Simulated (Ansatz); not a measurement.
**Cl2H4N2Si: a spread of methods and bases**

How do the results and run time of Cl2H4N2Si respond when the settings are drawn wide?

Computed with Ansatz 0.2.0, Gaussian basis. Level: the settings change from run to run.

**1. The relaxed structure**

The geometry comes from an earlier relaxation with PBE0-D4 in a triple-zeta def2 set; it is a stationary point, not always the lowest conformer.

SMILES `N[Si](N)(Cl)Cl`, 9 atoms, charge 0, spin multiplicity 1.

Atoms are counted from 1 here; the program's logs count them from 0.

Bond lengths: N1–Si2 1.689 Å, N1–H6 1.007 Å, N1–H7 1.006 Å, Si2–N3 1.689 Å, Si2–Cl4 2.056 Å, Si2–Cl5 2.056 Å, N3–H8 1.006 Å, N3–H9 1.007 Å. Angles: Si2–N1–H6 120.0°, Si2–N1–H7 120.6°, H6–N1–H7 112.5°, N1–Si2–N3 109.0°, N1–Si2–Cl4 116.6°, N1–Si2–Cl5 104.7°, N3–Si2–Cl4 104.7°, N3–Si2–Cl5 116.6°, Cl4–Si2–Cl5 105.6°, Si2–N3–H8 120.6°, Si2–N3–H9 120.0°, H8–N3–H9 112.5°.

**2. SVWN5/aug-cc-pVTZ**

This run has relativity set to scalar, the search for lower states set to light.

The input, in.yaml:

```yaml
crystal:
  periodic: [false, false, false]
  atoms:
    - {symbol: N, position_ang: [0.003289, 1.371336, -0.521466]}
    - {symbol: Si, position_ang: [-0.064353, -0.306402, -0.338012]}
    - {symbol: N, position_ang: [0.186371, -0.691654, 1.287340]}
    - {symbol: Cl, position_ang: [-1.844165, -1.215706, -0.820861]}
    - {symbol: Cl, position_ang: [1.312172, -1.033870, -1.680998]}
    - {symbol: H, position_ang: [-0.582563, 1.963608, 0.044631]}
    - {symbol: H, position_ang: [0.215450, 1.780145, -1.416098]}
    - {symbol: H, position_ang: [-0.140628, -1.566288, 1.662287]}
    - {symbol: H, position_ang: [1.002926, -0.347369, 1.766076]}
basis:
  gaussian: {orbitals: aug-cc-pVTZ}
hamiltonian: {xc: {name: SVWN5}, pseudopotentials: {relativity: scalar}}
scf: {lower_state_search: light}
```

Run with:

```
> ansatz run in.yaml --threads 4 --pin off --events-out ev --progress --plain --max-ram 10444MiB
```

Standard output:

```text
Functional definition: SVWN5
  name "SVWN5"
  cite "Dirac, Proc. Camb. Phil. Soc. 26, 376 (1930) doi:10.1017/S0305004100016108"
  cite "Slater, Phys. Rev. 81, 385 (1951) doi:10.1103/PhysRev.81.385"
  cite "Vosko, Wilk & Nusair, Can. J. Phys. 58, 1200 (1980) doi:10.1139/p80-159"
  exchange = slater_x
  correlation = vwn5_c
1688 factors; their error is unknown
mean field evaluation 1: about -35902.9142 eV, gradient 1.1e2 eV
mean field evaluation 2: about -35803.0959 eV, gradient 2.0e2 eV
mean field evaluation 4: about -35922.0992 eV, gradient 2.4e1 eV
mean field evaluation 8: about -35923.3766 eV, gradient 3.0e-1 eV
mean field evaluation 16: about -35923.3208 eV, gradient 3.8e-4 eV
mean field -35923.32083791 eV, -1320.1576910918 hartree, gradient 2.6e-5 eV, S^2 0.000000; 0 other end points of the search recorded, 0 dependent functions left out
reference -35923.32090138 eV, -1320.1576934244 hartree; 33, 33 occupied and 301, 301 virtual orbitals, 1688 factors
Total energy: -35923.32090138 eV, -1320.1576934244 hartree
Relativity: scalar
```

Wall time 9 s (4 threads of Intel Xeon at 2.50GHz, shared host); peak memory 0.64 GiB.

**3. revPBE0/def2-SVPD**

Set apart from the defaults: density fitting with cc-pVTZ-jkfit, a grid of angular degree 11, D3(BJ) dispersion.

in.yaml: that of step 2 with these lines changed.

```diff
@@ -13,4 +13,4 @@
 basis:
-  gaussian: {orbitals: aug-cc-pVTZ}
-hamiltonian: {xc: {name: SVWN5}, pseudopotentials: {relativity: scalar}}
-scf: {lower_state_search: light}
+  gaussian: {orbitals: def2-SVPD, fitting: {mean_field: cc-pVTZ-jkfit}, final_grid: {core_spheres: 5, valence_spheres: 4, degree: 11}}
+hamiltonian: {xc: {name: revPBE0}, dispersion: d3bj}
+output: {forces: true}
```

Launched as before.

Standard output, cut to the lines that bear on the results:

```text
Functional definition: revPBE0
  name "revPBE0"
  cite "Zhang & Yang, Phys. Rev. Lett. 80, 890 (1998) doi:10.1103/PhysRevLett.80.890"
  cite "Adamo & Barone, J. Chem. Phys. 110, 6158 (1999) doi:10.1063/1.478522"
  cite "Perdew, Burke & Ernzerhof, Phys. Rev. Lett. 77, 3865 (1996) doi:10.1103/PhysRevLett.77.3865"
[...]
641 factors; integrals over basis functions are off by at most 2.4e-1 eV
[...]
mean field -35954.17713528 eV, -1321.2916391048 hartree, gradient 2.9e-5 eV, S^2 0.000000; 0 other end points of the search recorded, 0 dependent functions left out
[...]
reference -35954.17715577 eV, -1321.2916398581 hartree; 33, 33 occupied and 117, 117 virtual orbitals, 641 factors
Total energy: -35954.72795188 eV, -1321.3118812417 hartree
Atom 0 at     0.003289     1.371336    -0.521466 Å, force     0.038677     0.247952    -0.117751 eV/Å
Atom 1 at    -0.064353    -0.306402    -0.338012 Å, force     0.024254     0.099758     0.111907 eV/Å
Atom 2 at     0.186371    -0.691654     1.287340 Å, force    -0.011262    -0.138091     0.239801 eV/Å
Atom 3 at    -1.844165    -1.215706    -0.820861 Å, force    -0.399697    -0.236064    -0.190167 eV/Å
Atom 4 at     1.312172    -1.033870    -1.680998 Å, force     0.282966    -0.238051    -0.339039 eV/Å
Atom 5 at    -0.582563     1.963608     0.044631 Å, force    -0.077392     0.179648     0.163293 eV/Å
Atom 6 at     0.215450     1.780145    -1.416098 Å, force     0.029800     0.127161    -0.154271 eV/Å
Atom 7 at    -0.140628    -1.566288     1.662287 Å, force    -0.037810    -0.159904     0.117904 eV/Å
Atom 8 at     1.002926    -0.347369     1.766076 Å, force     0.150464     0.117590     0.168323 eV/Å
Dipole moment:     0.084335     0.342253     0.381767 e Å
```

Run time: 3.3 s. Hardware: 4 threads of Intel Xeon at 2.50GHz, shared host.

Largest force 0.502 eV/Å, dipole 2.50 D.

**4. revPBE0/x2c-TZVPPall**

Options: D4 dispersion, high accuracy.

in.yaml: that of step 3 with these lines changed.

```diff
@@ -13,4 +13,5 @@
 basis:
-  gaussian: {orbitals: def2-SVPD, fitting: {mean_field: cc-pVTZ-jkfit}, final_grid: {core_spheres: 5, valence_spheres: 4, degree: 11}}
-hamiltonian: {xc: {name: revPBE0}, dispersion: d3bj}
+  gaussian: {orbitals: x2c-TZVPPall}
+hamiltonian: {xc: {name: revPBE0}, dispersion: d4}
+accuracy: high
 output: {forces: true}
```

The command is unchanged.

Standard output, cut to the lines that bear on the results:

```text
Functional definition: revPBE0
  name "revPBE0"
  cite "Zhang & Yang, Phys. Rev. Lett. 80, 890 (1998) doi:10.1103/PhysRevLett.80.890"
  cite "Adamo & Barone, J. Chem. Phys. 110, 6158 (1999) doi:10.1063/1.478522"
  cite "Perdew, Burke & Ernzerhof, Phys. Rev. Lett. 77, 3865 (1996) doi:10.1103/PhysRevLett.77.3865"
[...]
4086 factors; integrals over basis functions are off by at most 4.8e-8 eV
[...]
mean field -36064.15197025 eV, -1325.3331397464 hartree, gradient 6.3e-8 eV, S^2 0.000000; 0 other end points of the search recorded, 0 dependent functions left out
[...]
reference -36064.15197367 eV, -1325.3331398722 hartree; 33, 33 occupied and 211, 211 virtual orbitals, 4086 factors
Total energy: -36064.79054662 eV, -1325.3566069953 hartree
Relativity: scalar
Atom 0 at     0.003289     1.371336    -0.521466 Å, force     0.000028     0.111066    -0.011391 eV/Å
Atom 1 at    -0.064353    -0.306402    -0.338012 Å, force    -0.006416    -0.024602    -0.026805 eV/Å
Atom 2 at     0.186371    -0.691654     1.287340 Å, force     0.021486    -0.025283     0.106553 eV/Å
Atom 3 at    -1.844165    -1.215706    -0.820861 Å, force    -0.045376    -0.018999    -0.013934 eV/Å
Atom 4 at     1.312172    -1.033870    -1.680998 Å, force     0.035708    -0.020463    -0.030375 eV/Å
Atom 5 at    -0.582563     1.963608     0.044631 Å, force     0.027666    -0.019512    -0.045648 eV/Å
Atom 6 at     0.215450     1.780145    -1.416098 Å, force    -0.026691    -0.012299     0.051733 eV/Å
Atom 7 at    -0.140628    -1.566288     1.662287 Å, force     0.035013     0.045921    -0.014181 eV/Å
Atom 8 at     1.002926    -0.347369     1.766076 Å, force    -0.041419    -0.035829    -0.015951 eV/Å
Dipole moment:     0.079771     0.323722     0.361092 e Å
```

Wall time 40 s (4 threads of Intel Xeon at 2.50GHz, shared host); peak memory 1.7 GiB.

Largest force 0.112 eV/Å, dipole 2.36 D.

**5. B3LYP/6-31++G****

Set apart from the defaults: coordinates scaled by 1.12, a point charge of 1.00 e beside it, relativity set to scalar, the search for lower states set to off.

The input, in.yaml:

```yaml
crystal:
  periodic: [false, false, false]
  atoms:
    - {symbol: N, position_ang: [0.003684, 1.535896, -0.584042]}
    - {symbol: Si, position_ang: [-0.072075, -0.343170, -0.378573]}
    - {symbol: N, position_ang: [0.208735, -0.774653, 1.441820]}
    - {symbol: Cl, position_ang: [-2.065465, -1.361590, -0.919365]}
    - {symbol: Cl, position_ang: [1.469633, -1.157934, -1.882718]}
    - {symbol: H, position_ang: [-0.652470, 2.199241, 0.049987]}
    - {symbol: H, position_ang: [0.241304, 1.993762, -1.586030]}
    - {symbol: H, position_ang: [-0.157503, -1.754243, 1.861762]}
    - {symbol: H, position_ang: [1.123277, -0.389054, 1.978005]}
basis:
  gaussian: {orbitals: "6-31++G**", point_charges: [{charge: 1.00, position_ang: [4.223, 0.245, -0.698]}]}
hamiltonian: {xc: {name: B3LYP}, pseudopotentials: {relativity: scalar}}
scf: {lower_state_search: off}
output: {forces: true}
```

The command is unchanged.

Standard output, cut to the lines that bear on the results:

```text
Functional definition: B3LYP
  name "B3LYP"
  cite "Stephens, Devlin, Chabalowski & Frisch, J. Phys. Chem. 98, 11623 (1994) doi:10.1021/j100096a001"
  cite "Becke, Phys. Rev. A 38, 3098 (1988) doi:10.1103/PhysRevA.38.3098"
  cite "Lee, Yang & Parr, Phys. Rev. B 37, 785 (1988) doi:10.1103/PhysRevB.37.785"
  cite "Vosko, Wilk & Nusair, Can. J. Phys. 58, 1200 (1980) doi:10.1139/p80-159"
[...]
1157 factors; integrals over basis functions are off by at most 1.1e-3 eV
[...]
mean field -36055.24724547 eV, -1325.0058971468 hartree, gradient 4.5e-6 eV, S^2 0.000000; 0 other end points of the search recorded, 0 dependent functions left out
[...]
reference -36055.24761984 eV, -1325.0059109045 hartree; 33, 33 occupied and 98, 98 virtual orbitals, 1157 factors
Total energy: -36055.24761984 eV, -1325.0059109045 hartree
Relativity: scalar
Atom 0 at     0.003684     1.535896    -0.584042 Å, force    -0.505083    -0.006777    -0.582837 eV/Å
Atom 1 at    -0.072075    -0.343170    -0.378573 Å, force    -1.129563     0.836850     1.422805 eV/Å
Atom 2 at     0.208735    -0.774653     1.441820 Å, force     1.125341    -0.647058    -0.429127 eV/Å
Atom 3 at    -2.065465    -1.361590    -0.919365 Å, force     2.526156     1.184480     0.617522 eV/Å
Atom 4 at     1.469633    -1.157934    -1.882718 Å, force    -0.802472     0.979642     1.413746 eV/Å
Atom 5 at    -0.652470     2.199241     0.049987 Å, force     1.923439    -2.267045    -2.097518 eV/Å
Atom 6 at     0.241304     1.993762    -1.586030 Å, force    -1.082295    -1.589990     3.119872 eV/Å
Atom 7 at    -0.157503    -1.754243     1.861762 Å, force     1.268912     3.025544    -1.518500 eV/Å
Atom 8 at     1.123277    -0.389054     1.978005 Å, force    -2.947764    -1.327337    -1.738908 eV/Å
Dipole moment:    -0.466175     0.351759     0.539252 e Å
Checks for a lower state left out: stability, starts, cluster_reference, orbital_swaps, neighbouring_geometries, increment
```

Wall time 4.7 s (4 threads of Intel Xeon at 2.50GHz, shared host).

Largest force 3.671 eV/Å, dipole 3.82 D.

**6. RPA/ANO-RCC-VTZP**

The input, in.yaml:

```yaml
crystal:
  periodic: [false, false, false]
  atoms:
    - {symbol: N, position_ang: [0.003289, 1.371336, -0.521466]}
    - {symbol: Si, position_ang: [-0.064353, -0.306402, -0.338012]}
    - {symbol: N, position_ang: [0.186371, -0.691654, 1.287340]}
    - {symbol: Cl, position_ang: [-1.844165, -1.215706, -0.820861]}
    - {symbol: Cl, position_ang: [1.312172, -1.033870, -1.680998]}
    - {symbol: H, position_ang: [-0.582563, 1.963608, 0.044631]}
    - {symbol: H, position_ang: [0.215450, 1.780145, -1.416098]}
    - {symbol: H, position_ang: [-0.140628, -1.566288, 1.662287]}
    - {symbol: H, position_ang: [1.002926, -0.347369, 1.766076]}
basis:
  gaussian: {orbitals: ANO-RCC-VTZP}
hamiltonian: {xc: {name: HF}}
correlation: {method: rpa}
```

The command is unchanged.

Standard output:

```text
Functional definition: HF
  name "HF"
  cite "Fock, Z. Phys. 61, 126 (1930) doi:10.1007/BF01340294"
  parent pbe
  exchange = exact_x
  correlation = 0
1321 factors; integrals over basis functions are off by at most 8.4e-4 eV
mean field evaluation 1: about -35994.9968 eV, gradient 4.6e1 eV
mean field evaluation 2: about -35995.1313 eV, gradient 4.6e1 eV
mean field evaluation 4: about -35999.2618 eV, gradient 3.1e0 eV
mean field evaluation 8: about -35999.3034 eV, gradient 2.1e-1 eV
mean field -35999.30363758 eV, -1322.9500074767 hartree, gradient 1.1e-6 eV, S^2 0.000000; 0 other end points of the search recorded, 0 dependent functions left out
17 core orbitals not correlated: weight in the atoms' cores, before any rotation towards them, 1.000 or more for the frozen orbitals, at most 0.000 for the correlated occupied ones
reference -35999.30363758 eV, -1322.9500074767 hartree; 16, 16 occupied and 185, 185 virtual orbitals, 1321 factors
Total energy: -36028.82733230 eV, -1324.0349832459 hartree
Relativity: scalar
```

Run time: 20 s. Hardware: 4 threads of Intel Xeon at 2.50GHz, shared host; peak memory 0.61 GiB.

**7. PBEsol/def2-TZVPP**

Options: unrestricted orbitals, density fitting with cc-pVTZ-jkfit, D4 dispersion.

in.yaml: that of step 6 with these lines changed.

```diff
@@ -13,4 +13,4 @@
 basis:
-  gaussian: {orbitals: ANO-RCC-VTZP}
-hamiltonian: {xc: {name: HF}}
-correlation: {method: rpa}
+  gaussian: {orbitals: def2-TZVPP, fitting: {mean_field: cc-pVTZ-jkfit}}
+magnetization: {spin_polarized: true, initial_magnetization: 0}
+hamiltonian: {xc: {name: PBEsol}, dispersion: d4}
```

Same command.

Standard output:

```text
Functional definition: PBEsol
  name "PBEsol"
  cite "Perdew et al., Phys. Rev. Lett. 100, 136406 (2008) doi:10.1103/PhysRevLett.100.136406"
  cite "Perdew, Burke & Ernzerhof, Phys. Rev. Lett. 77, 3865 (1996) doi:10.1103/PhysRevLett.77.3865"
  parent pbesol
  exchange = pbesol_x
  correlation = pbesol_c
641 factors; integrals over basis functions are off by at most 1.4e0 eV
mean field evaluation 1: about -35877.4111 eV, gradient 6.8e1 eV
mean field evaluation 2: about -35817.2719 eV, gradient 1.2e2 eV
mean field evaluation 4: about -35894.2429 eV, gradient 9.7e0 eV
mean field evaluation 8: about -35894.6007 eV, gradient 1.7e-1 eV
mean field -35894.60082021 eV, -1319.1022499085 hartree, gradient 5.3e-5 eV, S^2 0.000000; 0 other end points of the search recorded, 0 dependent functions left out
reference -35894.60085996 eV, -1319.1022513691 hartree; 33, 33 occupied and 211, 211 virtual orbitals, 641 factors
Total energy: -35894.69246616 eV, -1319.1056178350 hartree
```

Run time: 5.5 s. Hardware: 4 threads of Intel Xeon at 2.50GHz, shared host.

⟨S²⟩ 0.000.

**8. revPBE0/def2-mTZVP**

Options: coordinates scaled by 0.92, a point charge of -1.00 e beside it.

The input, in.yaml:

```yaml
crystal:
  periodic: [false, false, false]
  atoms:
    - {symbol: N, position_ang: [0.003026, 1.261629, -0.479749]}
    - {symbol: Si, position_ang: [-0.059205, -0.281890, -0.310971]}
    - {symbol: N, position_ang: [0.171461, -0.636322, 1.184352]}
    - {symbol: Cl, position_ang: [-1.696632, -1.118449, -0.755192]}
    - {symbol: Cl, position_ang: [1.207198, -0.951160, -1.546519]}
    - {symbol: H, position_ang: [-0.535958, 1.806519, 0.041061]}
    - {symbol: H, position_ang: [0.198214, 1.637733, -1.302810]}
    - {symbol: H, position_ang: [-0.129377, -1.440985, 1.529304]}
    - {symbol: H, position_ang: [0.922692, -0.319580, 1.624790]}
basis:
  gaussian: {orbitals: def2-mTZVP, point_charges: [{charge: -1.00, position_ang: [5.076, 0.726, -0.791]}]}
hamiltonian: {xc: {name: revPBE0}}
```

Launched as before.

Standard output, cut to the lines that bear on the results:

```text
Functional definition: revPBE0
  name "revPBE0"
  cite "Zhang & Yang, Phys. Rev. Lett. 80, 890 (1998) doi:10.1103/PhysRevLett.80.890"
  cite "Adamo & Barone, J. Chem. Phys. 110, 6158 (1999) doi:10.1063/1.478522"
  cite "Perdew, Burke & Ernzerhof, Phys. Rev. Lett. 77, 3865 (1996) doi:10.1103/PhysRevLett.77.3865"
[...]
1133 factors; their error is unknown
[...]
mean field -35964.88800248 eV, -1321.6852562146 hartree, gradient 5.0e-5 eV, S^2 0.000000; 0 other end points of the search recorded, 0 dependent functions left out
reference -35964.88803786 eV, -1321.6852575146 hartree; 33, 33 occupied and 83, 83 virtual orbitals, 1133 factors
Total energy: -35964.88803786 eV, -1321.6852575146 hartree
```

It took 2.5 s on 4 threads of Intel Xeon at 2.50GHz, shared host.

**9. revPBE0/def2-SVP**

Options: density fitting with def2-universal-jkfit, D3(BJ) dispersion.

The input, in.yaml:

```yaml
crystal:
  periodic: [false, false, false]
  atoms:
    - {symbol: N, position_ang: [0.003289, 1.371336, -0.521466]}
    - {symbol: Si, position_ang: [-0.064353, -0.306402, -0.338012]}
    - {symbol: N, position_ang: [0.186371, -0.691654, 1.287340]}
    - {symbol: Cl, position_ang: [-1.844165, -1.215706, -0.820861]}
    - {symbol: Cl, position_ang: [1.312172, -1.033870, -1.680998]}
    - {symbol: H, position_ang: [-0.582563, 1.963608, 0.044631]}
    - {symbol: H, position_ang: [0.215450, 1.780145, -1.416098]}
    - {symbol: H, position_ang: [-0.140628, -1.566288, 1.662287]}
    - {symbol: H, position_ang: [1.002926, -0.347369, 1.766076]}
basis:
  gaussian: {orbitals: def2-SVP, fitting: {mean_field: def2-universal-jkfit}}
hamiltonian: {xc: {name: revPBE0}, dispersion: d3bj}
```

The command is unchanged.

Standard output:

```text
Functional definition: revPBE0
  name "revPBE0"
  cite "Zhang & Yang, Phys. Rev. Lett. 80, 890 (1998) doi:10.1103/PhysRevLett.80.890"
  cite "Adamo & Barone, J. Chem. Phys. 110, 6158 (1999) doi:10.1063/1.478522"
  cite "Perdew, Burke & Ernzerhof, Phys. Rev. Lett. 77, 3865 (1996) doi:10.1103/PhysRevLett.77.3865"
  parameter a = 0.25
  parameter kappa = 1.245
  parameter beta = 0.06672455060314922
  exchange = (1 - a)*pbe_x(kappa = kappa, mu = beta*pi^2/3) + a*exact_x
  correlation = pbe_c(beta = beta)
610 factors; integrals over basis functions are off by at most 1.7e-1 eV
mean field evaluation 1: about -35944.7693 eV, gradient 6.6e1 eV
mean field evaluation 2: about -35937.0693 eV, gradient 8.6e1 eV
mean field evaluation 4: about -35953.2907 eV, gradient 1.9e0 eV
mean field evaluation 8: about -35953.3003 eV, gradient 1.0e-2 eV
mean field -35953.30033774 eV, -1321.2594173897 hartree, gradient 8.7e-6 eV, S^2 0.000000; 0 other end points of the search recorded, 0 dependent functions left out
reference -35953.30036585 eV, -1321.2594184228 hartree; 33, 33 occupied and 69, 69 virtual orbitals, 610 factors
Total energy: -35953.85116196 eV, -1321.2796598063 hartree
```

Wall time 1.7 s (4 threads of Intel Xeon at 2.50GHz, shared host).

**10. wB97X/6-31++G****

Options: a grid of angular degree 47.

in.yaml: that of step 9 with these lines changed.

```diff
@@ -13,3 +13,4 @@
 basis:
-  gaussian: {orbitals: def2-SVP, fitting: {mean_field: def2-universal-jkfit}}
-hamiltonian: {xc: {name: revPBE0}, dispersion: d3bj}
+  gaussian: {orbitals: "6-31++G**", final_grid: {core_spheres: 20, valence_spheres: 16, degree: 47}}
+hamiltonian: {xc: {name: wB97X}}
+output: {forces: true}
```

Same command.

Standard output, cut to the lines that bear on the results:

```text
Functional definition: wB97X
  name "wB97X"
  cite "Chai & Head-Gordon, J. Chem. Phys. 128, 084106 (2008) doi:10.1063/1.2834918"
  cite "Becke, J. Chem. Phys. 107, 8554 (1997) doi:10.1063/1.475007"
[...]
  # The coefficients of nought are those of the uniform gas.
[...]
      + exact_x_lr(omega)
[...]
      + integral(e_c_pw_opposite_spin*poly(b97_u_opposite, 1, cos1, cos2, cos3, cos4))
1155 factors; integrals over basis functions are off by at most 9.3e-4 eV
311 factors; integrals over basis functions are off by at most 2.0e-5 eV
[...]
mean field -35970.93908483 eV, -1321.9076293892 hartree, gradient 8.5e-5 eV, S^2 0.000000; 0 other end points of the search recorded, 0 dependent functions left out
[...]
reference -35970.93901274 eV, -1321.9076267400 hartree; 33, 33 occupied and 98, 98 virtual orbitals, 1155 factors
Total energy: -35970.93901274 eV, -1321.9076267400 hartree
Atom 0 at     0.003289     1.371336    -0.521466 Å, force    -0.008443     0.174640    -0.065105 eV/Å
Atom 1 at    -0.064353    -0.306402    -0.338012 Å, force    -0.027815    -0.111447    -0.123700 eV/Å
Atom 2 at     0.186371    -0.691654     1.287340 Å, force     0.030315    -0.087481     0.161786 eV/Å
Atom 3 at    -1.844165    -1.215706    -0.820861 Å, force    -0.146208    -0.053580    -0.042318 eV/Å
Atom 4 at     1.312172    -1.033870    -1.680998 Å, force     0.117076    -0.064912    -0.090160 eV/Å
Atom 5 at    -0.582563     1.963608     0.044631 Å, force    -0.052494     0.095536     0.094370 eV/Å
Atom 6 at     0.215450     1.780145    -1.416098 Å, force     0.044878     0.099995    -0.120199 eV/Å
Atom 7 at    -0.140628    -1.566288     1.662287 Å, force    -0.049803    -0.120074     0.097868 eV/Å
Atom 8 at     1.002926    -0.347369     1.766076 Å, force     0.092493     0.067324     0.087456 eV/Å
Dipole moment:     0.087244     0.354050     0.394920 e Å
```

Wall time 8 s (4 threads of Intel Xeon at 2.50GHz, shared host).

Largest force 0.187 eV/Å, dipole 2.58 D.

**11. All runs side by side**

| level | charge | multiplicity | geometry | functions | energy (eV) | time |
| --- | --- | --- | --- | --- | --- | --- |
| SVWN5/aug-cc-pVTZ | 0 | 1 | relaxed | 334 | -35923.321 | 9 s |
| revPBE0/def2-SVPD | 0 | 1 | relaxed | 150 | -35954.728 | 3.3 s |
| revPBE0/x2c-TZVPPall | 0 | 1 | relaxed | 244 | -36064.791 | 40 s |
| B3LYP/6-31++G** | 0 | 1 | scaled, point charge | 131 | -36055.248 | 4.7 s |
| RPA/ANO-RCC-VTZP | 0 | 1 | relaxed | 218 | -36028.827 | 20 s |
| PBEsol/def2-TZVPP | 0 | 1 | relaxed | 244 | -35894.692 | 5.5 s |
| revPBE0/def2-mTZVP | 0 | 1 | scaled, point charge | 116 | -35964.888 | 2.5 s |
| revPBE0/def2-SVP | 0 | 1 | relaxed | 102 | -35953.851 | 1.7 s |
| wB97X/6-31++G** | 0 | 1 | relaxed | 131 | -35970.939 | 8 s |

**12. What came out**

| quantity | value |
| --- | --- |
| runs | 9 |
| quickest | revPBE0/def2-SVP, 1.7 s |
| slowest | revPBE0/x2c-TZVPPall, 40 s |
| spread of total energies, same state and geometry | 170.1 eV |
| dipole, same state and geometry | 2.36 to 2.58 D |

What this shows: Run time spans a factor of 24, from revPBE0/def2-SVP to revPBE0/x2c-TZVPPall. The jobs differ in tasks and options as well as level. Total energies at one charge and spin differ by 170 eV between levels, so only differences within one level mean anything. Some of these runs are scalar-relativistic and others not, which shifts the totals of all-electron atoms past neon by eV; core potentials, where a basis has them, take the core out of the total altogether. At the PBE0-D4/def2-TZVP geometry and in the same state, runs without warnings or point charges leave forces up to 0.50 eV/Å (revPBE0/def2-SVPD). At that geometry and state the dipole changes by 9 % between the lowest and highest value.
